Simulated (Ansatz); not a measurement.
# CH4FNOSi: the cost of one run

The runs use Ansatz 0.2.0, Gaussian basis; the settings change from run to run.

**1. The molecule**

An earlier PBE0-D4 in a triple-zeta def2 set relaxation fixed the geometry.

9 atoms, charge 0, spin multiplicity 1.

Atoms are counted from 1 here; the program's logs count them from 0.

Bond lengths: N1–C2 1.326 Å, N1–H6 1.007 Å, N1–H7 1.004 Å, C2–O3 1.264 Å, C2–H8 1.090 Å, O3–Si4 1.893 Å, Si4–F5 1.639 Å, Si4–H9 1.565 Å. Angles: C2–N1–H6 119.2°, C2–N1–H7 120.9°, H6–N1–H7 119.2°, N1–C2–O3 121.1°, N1–C2–H8 116.9°, O3–C2–H8 121.6°, C2–O3–Si4 104.7°, O3–Si4–F5 95.8°, O3–Si4–H9 87.5°, F5–Si4–H9 96.9°.

**2. wB97X-V/aug-pcseg-2**

This run has a point charge of 0.50 e beside it.

Contents of in.yaml:

```yaml
crystal:
  periodic: [false, false, false]
  atoms:
    - {symbol: N, position_ang: [0.261072, 0.594996, 1.465008]}
    - {symbol: C, position_ang: [-0.182192, -0.155210, 0.465318]}
    - {symbol: O, position_ang: [0.540905, -1.057853, -0.045436]}
    - {symbol: Si, position_ang: [0.597909, -0.640236, -1.890413]}
    - {symbol: F, position_ang: [-0.823273, -1.365454, -2.267465]}
    - {symbol: H, position_ang: [1.226571, 0.523349, 1.742566]}
    - {symbol: H, position_ang: [-0.305211, 1.330566, 1.848159]}
    - {symbol: H, position_ang: [-1.229267, -0.035998, 0.186992]}
    - {symbol: H, position_ang: [0.001886, 0.759438, -1.521727]}
basis:
  gaussian: {orbitals: aug-pcseg-2, point_charges: [{charge: 0.50, position_ang: [5.465, 0.742, -0.278]}]}
hamiltonian: {xc: {name: wB97X-V}}
output: {forces: true}
```

Command:

```bash
> ansatz run in.yaml --threads 2 --pin off --events-out ev --progress --plain --max-ram 4352MiB
```

Q: Estimate wall time and peak memory on 2 threads of Arm Neoverse V1, shared host.

About 32 s, with a peak of 1.5 GiB.
